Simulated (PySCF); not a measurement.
# From one method to the next for AsBr⁻

What do other methods print for AsBr⁻?

Program: PySCF 2.14.0. Level of theory: each script names its method and basis. These are calculated values, not measurements.

4 further runs of the same task are left out: 4 that didn't finish.

### 1 The starting structure

AsBr⁻: 2 atoms, charge -1, spin multiplicity 2.

No contacts short enough for the rule that draws bonds.

### 2 The base run

input.py

```python
from pyscf import gto, scf
from pyscf.prop.polarizability import uhf as pol

mol = gto.M(
    atom='As 0 0 0; Br 0 0 2.748',
    basis='sbkjc',
    ecp={'As': 'sbkjc', 'Br': 'sbkjc'},
    charge=-1,
    spin=1,
    verbose=4,
)
mf = scf.UHF(mol)
mf.kernel()
print('polarizability (a.u.)')
print(pol.Polarizability(mf).polarizability().round(4))
mf.dip_moment()
print('orbital energies (hartree):', [e[max(0, n-3):n+3].round(4) for e, n in zip(mf.mo_energy, mol.nelec)])
```

Launch:

```console
> python input.py
```

### 3 Population analysis

Run 1 changes step after the SCF: polarizability → analyze.

Edit input.py of step 2 so:

```diff
@@ -1,3 +1,2 @@
 from pyscf import gto, scf
-from pyscf.prop.polarizability import uhf as pol
 
@@ -13,4 +12,3 @@
 mf.kernel()
-print('polarizability (a.u.)')
-print(pol.Polarizability(mf).polarizability().round(4))
+mf.mulliken_pop()
 mf.dip_moment()
```

### 4 Pbesol (UKS)

Run 2 changes functional: none (Hartree–Fock) → pbesol; SCF type: UHF → UKS; step after the SCF: polarizability → analyze.

input.py

```python
from pyscf import gto, dft

mol = gto.M(
    atom='As 0 0 0; Br 0 0 2.748',
    basis='sbkjc',
    ecp={'As': 'sbkjc', 'Br': 'sbkjc'},
    charge=-1,
    spin=1,
    verbose=4,
)
mf = dft.UKS(mol, xc='pbesol')
mf.kernel()
mf.mulliken_pop()
mf.dip_moment()
print('orbital energies (hartree):', [e[max(0, n-3):n+3].round(4) for e, n in zip(mf.mo_energy, mol.nelec)])
```

### 5 TDA

Run 3 changes step after the SCF: polarizability → tda; number of roots: none → 5.

input.py

```python
from pyscf import gto, scf, tdscf

mol = gto.M(
    atom='As 0 0 0; Br 0 0 2.748',
    basis='sbkjc',
    ecp={'As': 'sbkjc', 'Br': 'sbkjc'},
    charge=-1,
    spin=1,
    verbose=4,
)
mf = scf.UHF(mol)
mf.kernel()
td = tdscf.TDA(mf)
td.nstates = 5
td.kernel()
td.analyze(verbose=3)
mf.dip_moment()
print('orbital energies (hartree):', [e[max(0, n-3):n+3].round(4) for e, n in zip(mf.mo_energy, mol.nelec)])
```

### 6 Geometry optimisation

Run 4 changes step after the SCF: polarizability → optimize.

input.py

```python
from pyscf import gto, scf
from pyscf.geomopt.geometric_solver import optimize

mol = gto.M(
    atom='As 0 0 0; Br 0 0 2.748',
    basis='sbkjc',
    ecp={'As': 'sbkjc', 'Br': 'sbkjc'},
    charge=-1,
    spin=1,
    verbose=4,
)
mf = scf.UHF(mol)
mf.kernel()
mol_eq = optimize(mf, maxsteps=30)
print('optimised geometry (angstrom)')
print(mol_eq.tostring('raw'))
print('orbital energies (hartree):', [e[max(0, n-3):n+3].round(4) for e, n in zip(mf.mo_energy, mol.nelec)])
```

### 7 Tpss (UKS)

Run 5 changes functional: none (Hartree–Fock) → tpss; SCF type: UHF → UKS; step after the SCF: polarizability → analyze.

input.py

```python
from pyscf import gto, dft

mol = gto.M(
    atom='As 0 0 0; Br 0 0 2.748',
    basis='sbkjc',
    ecp={'As': 'sbkjc', 'Br': 'sbkjc'},
    charge=-1,
    spin=1,
    verbose=4,
)
mf = dft.UKS(mol, xc='tpss')
mf.kernel()
mf.mulliken_pop()
mf.dip_moment()
print('orbital energies (hartree):', [e[max(0, n-3):n+3].round(4) for e, n in zip(mf.mo_energy, mol.nelec)])
```

### 8 Hse06 (UKS)

Run 6 changes functional: none (Hartree–Fock) → hse06; SCF type: UHF → UKS; step after the SCF: polarizability → analyze.

input.py

```python
from pyscf import gto, dft

mol = gto.M(
    atom='As 0 0 0; Br 0 0 2.748',
    basis='sbkjc',
    ecp={'As': 'sbkjc', 'Br': 'sbkjc'},
    charge=-1,
    spin=1,
    verbose=4,
)
mf = dft.UKS(mol, xc='hse06')
mf.kernel()
mf.mulliken_pop()
mf.dip_moment()
print('orbital energies (hartree):', [e[max(0, n-3):n+3].round(4) for e, n in zip(mf.mo_energy, mol.nelec)])
```

**Question.** What will these runs give? Wanted: for each run, E(SCF); from base; gap, α spin; after the SCF.

As calculated:

| run | E(SCF) (hartree) | from base (eV) | cycles | gap, α spin (eV) | after the SCF |
| --- | --- | --- | --- | --- | --- |
| base | -19.222788 | 0 | 10 | 7.96 | n/a |
| population analysis | -19.222788 | 0.0000 | 10 | 7.96 | n/a |
| pbesol (UKS) | -19.568712 | not comparable | 9 | 0.57 | n/a |
| TDA | -19.222788 | 0.0000 | 10 | 7.96 | lowest root found 0.11 eV |
| geometry optimisation | -19.222788 | 0.0000 | 10 | 7.96 | bond 2.643 Å, -0.024 eV |
| tpss (UKS) | -19.639752 | not comparable | 9 | 0.86 | n/a |
| hse06 (UKS) | -19.628198 | not comparable | 10 | 1.66 | n/a |

SCF columns refer to the geometry typed in the script.

What this shows: Total energies of different functionals can't be compared with each other; differences within one functional can.
